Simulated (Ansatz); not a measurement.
# PtSe (F-43m) in Ansatz: further runs

One crystal, PtSe, is run at these levels: r2SCAN+U; tasks: projected density of states.

Everything below comes from runs of Ansatz 0.2.0. Logs are shortened: lines on timing, memory, paths and dates and some standing lists are left out, and cuts for length are marked.

## 1. The crystal as given

The structure is cubic, space group F-43m (No. 216). The conventional cell has a = 6.075 Å, b = 6.075 Å, c = 6.075 Å, α = 90.00°, β = 90.00°, γ = 90.00°. Pt (site symmetry -43m) has 4 Se at 2.63 Å as nearest neighbours. Around Se (site symmetry -43m) lie 4 Pt at 2.63 Å.

The cell comes from a database or a generator and needn't be the stable form of this composition.

## 2. Projected density of states, r2SCAN+U

Input file input.yaml:

```yaml
crystal:
  lattice:
    - [0.0, 3.03744723, 3.03744723]
    - [3.03744723, 0.0, 3.03744723]
    - [3.03744723, 3.03744723, 0.0]
  atoms:
    - { symbol: Pt, position: [0.0, 0.0, 0.0] }
    - { symbol: Se, position: [0.25, 0.25, 0.25] }
hamiltonian:
  xc: r2scan
  pseudopotentials: { kind: paw }
  hubbard: { sites: [{ species: Pt, l: d, u_eff: 3.0 }] }
kpoints:
  mp_grid: { grid: [8, 8, 8] }
scf:
  occupations: { method: fermi_dirac, width: 0.05 }
  n_extra_bands: 6
output:
  forces: true
  stress: true
  eigenvalues: true
  dos: { projected: true, de: 0.05, nscf_kmesh: { grid: [12, 12, 12] } }
```

Potentials or basis: Ansatz PAW.

Command:

```bash
> ansatz run input.yaml --threads 2 --pin off --max-ram 5632MiB --backend cpu --events-out ev --progress --plain --runs-dir out
```

Output:

```text
Warning: RAYON_NUM_THREADS=2 ignored (pool sized by the plan → 2); use --threads N
Pt: projections on atomic orbitals take those of the free atom [Kr 4d10 4f14] 5s2 5p6 5d9 6s1, of charge +0.00 (hamiltonian.pseudopotentials.projection_atoms); the dataset's partial waves leave at most 9.1e-5 of an orbital's norm unspanned inside its sphere
Se: projections on atomic orbitals take those of the free atom [Ar] 3d10 4s2 4p4, of charge +0.00 (hamiltonian.pseudopotentials.projection_atoms); the dataset's partial waves leave at most 2.3e-6 of an orbital's norm unspanned inside its sphere
scf.n_extra_bands = 6 over 17 filled bands (N_el = 34.0): the run solves 23 bands
Engine: ansatz 0.2.0, aarch64-unknown-linux-gnu
Pseudopotentials: kind: paw
Pseudopotential: Pt, paw, valence charge 18, recommended cutoff 500 eV (meta_gga), Pt.paw.azcp
Pseudopotential: Se, paw, valence charge 16, recommended cutoff 500 eV (meta_gga), Se.paw.azcp
Functional definition: r2SCAN
  parameter k0 = 0.174
  parameter k1 = 0.065
  parameter a1 = 4.9479
  exchange = r2scan_x(k0 = k0, k1 = k1, a1 = a1)
  correlation = r2scan_c
Crystal: 2 atoms, lattice volume = 56.047 Å³
Basis set: ecut = 500 eV, 1411 PW (Γ), exchange–correlation on 128×128×128 points (64 copies of the dense FFT grid, shifted against one another)
Bands: 23, of which v1, the nominal top of the filled ones, is band 17 counted from 1 (16 counted from 0)
Symmetry: 24 space group operations
Space group: F-43m (ITA 216), of the structure as read, at distance tolerance 3.8e-5 Å
k-points: 29 of 512 (time reversal used)
Non-local potential: Pt, projectors of the file, l = 0: 3, l = 1: 2, l = 2: 2, l = 3: 1
Non-local potential: Se, projectors of the file, l = 0: 2, l = 1: 2, l = 2: 3, l = 3: 1
PAW form: soft (Blöchl's): semilocal exchange-correlation on the pseudo side does not see the compensation charge
PAW frozen core: Pt, regenerated for the run's functional (the file was generated under x = pbe(κ = 0.804, μ = 0.2195149727645171), c = pbe(β = 0.06672455060314922))
PAW frozen core: Se, regenerated for the run's functional (the file was generated under x = pbe(κ = 0.804, μ = 0.2195149727645171), c = pbe(β = 0.06672455060314922))
PAW one-centre angular grid: Pt, 590 points (default); XC on 160 Gauss nodes
PAW one-centre angular grid: Se, 590 points (default); XC on 160 Gauss nodes
Initial density: superposition of atomic densities (chi_scale 0.1, normalization cell, long waves kept (reshape's long-wave potential 0.00 eV rms))
Initial wavefunctions: pseudopotential atomic-orbital guess
Functional: x = r2scan, c = r2scan; τ floored in thin density (d = 2e-4 eV/Å³)
SCF iter   1: F=—  HF=-18013.150505 eV  |F-HF|=—  |Δ(HF+E_count)|=         —  Δρ=3.42e-2  dr2=1.10e0  dr2_τ=3.92e-2  ethr=3.10e-3  ⟨swp⟩=5.1  Hψ=2900  notcnv=0
preconditioner: auto → LDOS  [metal: Δε(μ)=0.033 eV  Ē_g=11.162 eV  σ=0.050 eV  W_gap=0.16  n_scr=14 (ndim 8)  ℏωp=19.8 eV  f_vac=0.153  D(μ)=2.42/eV (n_scr^D=14)  β→1.0]
SCF iter   2: F=—  HF=-18013.042342 eV  |F-HF|=—  |Δ(HF+E_count)|=   1.08e-1  Δρ=1.69e-2  dr2=2.42e-1  dr2_τ=1.27e-2  ethr=3.10e-3  ⟨swp⟩=2.0  Hψ=1038  notcnv=0  defer=29
SCF iter   3: F=—  HF=-18013.014585 eV  |F-HF|=—  |Δ(HF+E_count)|=   2.78e-2  Δρ=9.68e-3  dr2=6.32e-2  dr2_τ=9.34e-4  ethr=7.12e-4  ⟨swp⟩=2.0  Hψ=1160  notcnv=0  defer=29
SCF iter   4: F=—  HF=-18012.988426 eV  |F-HF|=—  |Δ(HF+E_count)|=   2.62e-2  Δρ=4.91e-3  dr2=1.11e-2  dr2_τ=4.90e-4  ethr=1.86e-4  ⟨swp⟩=2.0  Hψ=1169  notcnv=0  defer=29
SCF iter   5: F=—  HF=-18012.982880 eV  |F-HF|=—  |Δ(HF+E_count)|=   5.55e-3  Δρ=2.61e-3  dr2=3.47e-3  dr2_τ=2.67e-4  ethr=3.27e-5  ⟨swp⟩=2.0  Hψ=1187  notcnv=0  defer=29
SCF iter   6: F=—  HF=-18012.982075 eV  |F-HF|=—  |Δ(HF+E_count)|=   8.04e-4  Δρ=9.02e-4  dr2=3.30e-4  dr2_τ=7.04e-6  ethr=1.02e-5  ⟨swp⟩=2.4  Hψ=1072  notcnv=0  defer=29
SCF iter   7: F=—  HF=-18012.982038 eV  |F-HF|=—  |Δ(HF+E_count)|=   3.76e-5  Δρ=2.89e-4  dr2=2.33e-5  dr2_τ=3.03e-6  ethr=9.71e-7  ⟨swp⟩=2.2  Hψ=935  notcnv=0  defer=29
SCF iter   8: F=—  HF=-18012.982037 eV  |F-HF|=—  |Δ(HF+E_count)|=   1.18e-7  Δρ=7.04e-5  dr2=8.01e-7  dr2_τ=1.57e-7  ethr=6.85e-8  ⟨swp⟩=2.6  Hψ=938  notcnv=0  defer=29
SCF iter   9: F=-18012.982038 eV  HF=-18012.982038 eV  |F-HF|=1.01e-8  |Δ(HF+E_count)|=   7.26e-7  Δρ=1.58e-5  dr2=3.98e-8  dr2_τ=5.84e-9  ethr=2.94e-10  ⟨swp⟩=8.1  Hψ=3336  notcnv=0
SCF 1 converged in 9 iterations: F = -18012.982038 eV  dr2 = 3.98e-8
NSCF: frozen V_eff on 72 k-points
SCF converged after 9 iterations
Free energy (F): -18012.982038 eV
Harris-Foulkes:  -18012.982038 eV  (|F-HF|=1.01e-8)
Internal energy: -18012.960643 eV  (E = F + TS)
E sigma→0 (E₀):  -18012.971341 eV
Entropy (-TS):   -0.021395 eV (-10.698 meV/atom)
Fermi energy:    7.713244 eV
--- Per-component energies (eV) ---
  E_band       = -812.220246
  E_kinetic    = 750.782098
  E_local      = -5190.825946  (includes V_loc(G=0)·N_el)
  E_nonlocal   = -388.196059
  E_hartree    = 2266.677257
  E_xc         = -343.376930
  E_vxc        = -437.043296  (∫ρ·V_xc dr)
  E_hubbard    = 1.214700  (on-site DFT+U / exact-exchange correction)
  E_vhub       = -11.194149  (the Hubbard potential's part of the band-sum identity)
  E_paw        = -11408.143139  (= ΣΔE_a)
  E_vpaw       = -96.196177  (= ΣTr[D̂ρ^β])
  E_aug_tail   = -0.000059  (compensation charges beyond the density's cutoff)
  E_vtau       = 27.091659  (kinetic-family band-sum trace: ∫τ·v_τ [+ j·A + Jᵃ·Aᵃ] dr)
  E_ewald      = -3699.096300
  E_core_change = -1.996265  (= ΣΔE_core)
  E_smearing   = -0.021395  (= −TS)
  E_closure    = 0.000000  (closes the sum)
  Σ components = -18012.982038   (vs F -18012.982038, Δ=0.00e0)
--- Forces (eV/Å), atoms counted from 1 ---
  atom   1  Pt    -0.00000000    -0.00000000    -0.00000000
  atom   2  Se    -0.00000000     0.00000000     0.00000000
  max |Σ_I F_I| component: 1.06e-16 eV/Å
--- Stress (GPa, compression-positive) ---
      -13.299436       0.000000       0.000000
        0.000000     -13.299436      -0.000000
        0.000000      -0.000000     -13.299436
  P = ⅓ Tr σ = -13.2994 GPa (-132.994 kbar)
--- Band table (eV; the first three rows and the last of 29) ---
  k-point 0: bands = ["-91.0893", "-44.7687", "-44.7687", "-44.7687", "-41.5431", "-41.5431", "-41.5431", "-41.5409", "-41.5409", "-6.1991", "3.0156", "3.0156", "3.0156", "4.8041", "4.8041", "8.7635", "9.5115", "9.5115", "9.5115", "15.1121", "15.1121", "15.1121", "18.5311"]
  k-point 1: bands = ["-91.0893", "-44.7689", "-44.7688", "-44.7688", "-41.5433", "-41.5431", "-41.5431", "-41.5409", "-41.5409", "-6.1440", "2.9564", "3.0625", "3.0625", "4.7989", "4.7989", "8.2133", "9.3412", "9.3412", "9.9152", "14.6386", "15.3283", "15.3283", "19.4211"]
  k-point 2: bands = ["-91.0893", "-44.7693", "-44.7688", "-44.7688", "-41.5437", "-41.5433", "-41.5433", "-41.5408", "-41.5408", "-6.0083", "2.8863", "3.1653", "3.1653", "4.8232", "4.8232", "7.1061", "8.9219", "8.9219", "10.4994", "14.5211", "15.7470", "15.7470", "19.0861"]
  k-point 28: bands = ["-91.0893", "-44.7696", "-44.7694", "-44.7691", "-41.5444", "-41.5438", "-41.5437", "-41.5407", "-41.5407", "-5.6824", "3.0681", "3.1388", "3.9336", "4.8866", "5.1933", "5.8650", "5.9818", "7.2876", "13.2891", "14.5302", "15.6578", "16.6167", "20.0701"]
Occupation matrices written to <dir>
```

It took 13 s on 2 threads of Arm Neoverse V1, shared host; peak memory 0.51 GiB.

What came out:

| Item | Value |
| --- | --- |
| Free energy | -18012.9820 eV |
| Pressure | -13.3 GPa |
| Band gap on the k mesh | none (metal or under the smearing width) |
| Density of states at the Fermi level | 2.12 states/eV per cell |

States per cell in windows of 1 eV (zero at the Fermi level; states under -8 eV left out):
```
from (eV)  total  Pt 5d  Se 4p  Pt 6s  Se 4s
     -8.0   0.00   0.00   0.00   0.00   0.00
     -7.0   0.00   0.00   0.00   0.00   0.00
     -6.0   0.27   0.08   0.14   0.04   0.00
     -5.0   4.84   2.17   2.31   0.33   0.01
     -4.0   0.88   0.44   0.42   0.02   0.00
     -3.0   4.16   4.01   0.07   0.05   0.01
     -2.0   1.76   1.28   0.31   0.05   0.07
     -1.0   1.90   0.93   0.83   0.05   0.04
      0.0   1.75   0.71   0.93   0.04   0.02
      1.0   0.43   0.16   0.25   0.00   0.00
      2.0   0.11   0.01   0.03   0.05   0.01
      3.0   0.53   0.01   0.13   0.30   0.03
      4.0   0.83   0.01   0.21   0.47   0.03
      5.0   0.88   0.02   0.17   0.30   0.01
      6.0   1.12   0.01   0.05   0.04   0.00
      7.0   1.30   0.01   0.03   0.02   0.00
```

Eigenvalues of the final occupation matrices:
```tsv
site	spin	trace	eigenvalues
site 1	1	4.54	0.87 0.87 0.87 0.97 0.97
```

Caveat: U without spin polarisation on a metal has little footing; the PAW data sets come from PBE, with cores solved anew for the run's functional, which leaves a small shift of forces and pressure; the density of states is complete only up to the lowest level of the last band computed. Spin-orbit coupling is left out, which matters for the levels of Pt.

## 3. Projected density of states, r2SCAN+U

input.yaml: that of step 2 with these lines changed.

```diff
@@ -11,3 +11,3 @@
   pseudopotentials: { kind: paw }
-  hubbard: { sites: [{ species: Pt, l: d, u_eff: 3.0 }] }
+  hubbard: { sites: [{ species: Pt, l: d, u_eff: 4.0 }] }
 kpoints:
```

Potentials or basis: Ansatz PAW.

Command:

```bash
> ansatz run input.yaml --threads 2 --pin off --max-ram 5632MiB --backend cpu --events-out ev --progress --plain --runs-dir out
```

It took 13 s on 2 threads of Arm Neoverse V1, shared host; peak memory 0.51 GiB.

The run converged. Its results:

```yaml
Free_energy: -18012.5863 eV
Pressure: -13.2 GPa
Band_gap_on_the_k_mesh: none (metal or under the smearing width)
Density_of_states_at_the_Fermi_level: 2.08 states/eV per cell
```

Levels at points of the mesh, in eV from the Fermi level:
```tsv
k point	band 13	band 14	band 15	band 16	band 17	band 18	band 19	band 20	band 21	band 22
(0.00, 0.00, 0.00)	-4.77	-3.14	-3.14	1.19	1.81	1.81	1.81	7.54	7.54	7.54
(0.00, 0.00, -0.50)	-4.53	-2.94	-2.94	-2.34	0.56	0.56	3.27	8.33	8.43	8.43
(0.00, -0.50, -0.50)	-3.80	-2.85	-2.56	-2.43	-0.98	-0.98	5.13	5.27	9.70	11.95
```

States per cell in windows of 0.5 eV (zero at the Fermi level; states under -8 eV left out):
```tsv
from (eV)	total	Pt 5d	Se 4p	Pt 6s	Se 4s
-8.0	0.00	0.00	0.00	0.00	0.00
-7.5	0.00	0.00	0.00	0.00	0.00
-7.0	0.00	0.00	0.00	0.00	0.00
-6.5	0.00	0.00	0.00	0.00	0.00
-6.0	0.00	0.00	0.00	0.00	0.00
-5.5	0.31	0.11	0.15	0.04	0.00
-5.0	2.08	0.91	0.97	0.18	0.00
-4.5	2.88	1.48	1.26	0.12	0.00
-4.0	0.74	0.38	0.33	0.03	0.00
-3.5	1.03	1.01	0.01	0.01	0.00
-3.0	2.97	2.83	0.07	0.05	0.00
-2.5	0.46	0.38	0.04	0.01	0.02
-2.0	0.88	0.67	0.12	0.03	0.04
-1.5	0.65	0.36	0.23	0.03	0.02
-1.0	0.81	0.39	0.35	0.02	0.02
-0.5	1.05	0.46	0.53	0.02	0.02
0.0	1.01	0.40	0.55	0.02	0.01
0.5	0.70	0.26	0.40	0.02	0.01
1.0	0.33	0.12	0.20	0.00	0.00
1.5	0.09	0.03	0.06	0.00	0.00
2.0	0.02	0.00	0.01	0.01	0.00
2.5	0.06	0.00	0.02	0.03	0.01
3.0	0.17	0.00	0.04	0.10	0.01
3.5	0.31	0.00	0.07	0.18	0.02
4.0	0.36	0.00	0.09	0.21	0.02
4.5	0.43	0.01	0.11	0.24	0.01
5.0	0.62	0.01	0.15	0.30	0.01
5.5	0.30	0.00	0.04	0.07	0.00
6.0	0.34	0.00	0.02	0.02	0.00
6.5	0.68	0.01	0.03	0.02	0.00
7.0	0.54	0.01	0.02	0.01	0.00
7.5	0.61	0.00	0.01	0.01	0.00
```

Eigenvalues of the final occupation matrices:
| site | spin | trace | eigenvalues |
| --- | --- | --- | --- |
| site 1 | 1 | 4.56 | 0.87 0.87 0.87 0.97 0.97 |

Caveat: U without spin polarisation on a metal has little footing; the PAW data sets come from PBE, with cores solved anew for the run's functional, which leaves a small shift of forces and pressure; the density of states is complete only up to the lowest level of the last band computed.

## 4. Projected density of states, r2SCAN+U

input.yaml: that of step 3 with these lines changed.

```diff
@@ -11,3 +11,3 @@
   pseudopotentials: { kind: paw }
-  hubbard: { sites: [{ species: Pt, l: d, u_eff: 4.0 }] }
+  hubbard: { sites: [{ species: Pt, l: d, u_eff: 5.0 }] }
 kpoints:
```

Command:

```bash
> ansatz run input.yaml --threads 2 --pin off --max-ram 5632MiB --backend cpu --events-out ev --progress --plain --runs-dir out
```

Wall time 13 s (2 threads of Arm Neoverse V1, shared host); peak memory 0.51 GiB.

It converged, with:

- Free energy: -18012.2089 eV
- Pressure: -13.0 GPa
- Band gap on the k mesh: none (metal or under the smearing width)
- Density of states at the Fermi level: 2.04 states/eV per cell

Levels at points of the mesh, in eV from the Fermi level:
| k point | band 14 | band 15 | band 16 | band 17 | band 18 | band 19 | band 20 | band 21 |
| --- | --- | --- | --- | --- | --- | --- | --- | --- |
| (0.00, 0.00, 0.00) | -3.37 | -3.37 | 1.33 | 1.82 | 1.82 | 1.82 | 7.67 | 7.67 |
| (0.00, 0.00, -0.50) | -3.15 | -3.15 | -2.48 | 0.57 | 0.57 | 3.40 | 8.44 | 8.57 |
| (0.00, -0.50, -0.50) | -3.07 | -2.70 | -2.51 | -0.99 | -0.99 | 5.27 | 5.40 | 9.81 |

States per cell in windows of 1 eV (zero at the Fermi level; states under -8 eV left out):
| from (eV) | total | Pt 5d | Se 4p | Pt 6s | Se 4s |
| --- | --- | --- | --- | --- | --- |
| -8.0 | 0.00 | 0.00 | 0.00 | 0.00 | 0.00 |
| -7.0 | 0.00 | 0.00 | 0.00 | 0.00 | 0.00 |
| -6.0 | 0.40 | 0.17 | 0.19 | 0.05 | 0.00 |
| -5.0 | 5.00 | 2.60 | 2.11 | 0.27 | 0.00 |
| -4.0 | 4.30 | 3.87 | 0.33 | 0.07 | 0.00 |
| -3.0 | 1.07 | 0.86 | 0.11 | 0.04 | 0.04 |
| -2.0 | 1.28 | 0.77 | 0.37 | 0.05 | 0.06 |
| -1.0 | 1.84 | 0.77 | 0.94 | 0.05 | 0.03 |
| 0.0 | 1.69 | 0.61 | 0.98 | 0.03 | 0.02 |
| 1.0 | 0.42 | 0.15 | 0.26 | 0.00 | 0.00 |
| 2.0 | 0.07 | 0.01 | 0.02 | 0.03 | 0.01 |
| 3.0 | 0.42 | 0.01 | 0.10 | 0.25 | 0.03 |
| 4.0 | 0.75 | 0.01 | 0.18 | 0.44 | 0.03 |
| 5.0 | 0.97 | 0.01 | 0.21 | 0.42 | 0.01 |
| 6.0 | 0.88 | 0.01 | 0.04 | 0.03 | 0.00 |
| 7.0 | 1.13 | 0.01 | 0.03 | 0.02 | 0.00 |

Eigenvalues of the final occupation matrices:
| site | spin | trace | eigenvalues |
| --- | --- | --- | --- |
| site 1 | 1 | 4.59 | 0.88 0.88 0.88 0.97 0.97 |

Caveat: U without spin polarisation on a metal has little footing; the PAW data sets come from PBE, with cores solved anew for the run's functional, which leaves a small shift of forces and pressure; the density of states is complete only up to the lowest level of the last band computed.

## 5. Summary

| U | gap on the mesh (eV) | pressure (GPa) |
| --- | --- | --- |
| Pt d U = 3 eV | none | -13.3 |
| Pt d U = 4 eV | none | -13.2 |
| Pt d U = 5 eV | none | -13.0 |

Alike in all rows: task projected density of states; level r2SCAN+U; potentials or basis Ansatz PAW; no spin polarisation; cell as given; k mesh 8 × 8 × 8; cutoff (eV) 500; smearing fermi-dirac 0.05 eV.

Every run on the cell as given and a fine mesh finds a metal.

Caveats: U without spin polarisation on a metal has little footing; the PAW data sets come from PBE, with cores solved anew for the run's functional, which leaves a small shift of forces and pressure; the density of states is complete only up to the lowest level of the last band computed.

Absolute energies hang on the potentials; compare differences alone.
